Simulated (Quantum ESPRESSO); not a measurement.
# GaBiSe2 in Quantum ESPRESSO: the effect of functional

The system is GaBiSe2.

```
CELL_PARAMETERS angstrom
5.22769 0.00000 0.00000
0.00000 5.22769 0.00000
0.00000 0.00000 3.72966
ATOMIC_POSITIONS crystal
Ga 0.00000 0.00000 0.00000
Bi 0.50000 0.50000 0.50000
Se 0.50000 0.00000 0.00000
Se 0.00000 0.50000 0.00000
```

The cell was built by a generator and needn't be a form met in nature.

Alike in all runs:

- Program: Quantum ESPRESSO 7.5
- Task: phonons
- Cutoff: 1170 eV
- Density cutoff: 4680 eV
- k mesh: 2 × 2 × 4, shifted
- Occupations: fermi-dirac, width 0.05 eV
- Spin: no spin polarisation

Each run relaxes the cell or the atoms first.

```csv
functional,potentials or basis,relaxed volume (Å³/atom),highest phonon frequency (cm⁻¹)
LDA,PseudoDojo 0.4.1 SR LDA standard,22.94,170
PBEsol,PseudoDojo 0.4.1 SR PBEsol standard,23.53,166
AM05,PseudoDojo 0.4.1 SR PBE standard,23.57,163
WC,PseudoDojo 0.4.1 SR PBE standard,23.61,167
RPBE,PseudoDojo 0.4.1 SR PBE standard,?,?
vdW-DF-cx,PseudoDojo 0.4.1 SR PBE standard,23.76,170
```

Question: What does the run with functional RPBE give?

Answer: Relaxed volume 25.86 Å³/atom; highest phonon frequency 148 cm⁻¹.

Caveats: all runs use coarse meshes; some modes are imaginary; the mesh is thin for the phonons of a metal (some runs); the potentials were made for another functional, which shifts forces and pressure (some runs); before the sum rule the acoustic modes lie tens of cm⁻¹ from zero, a sign that the density grid also shifts the optical modes (some runs).

Runs at the PBE level aren't shown here.
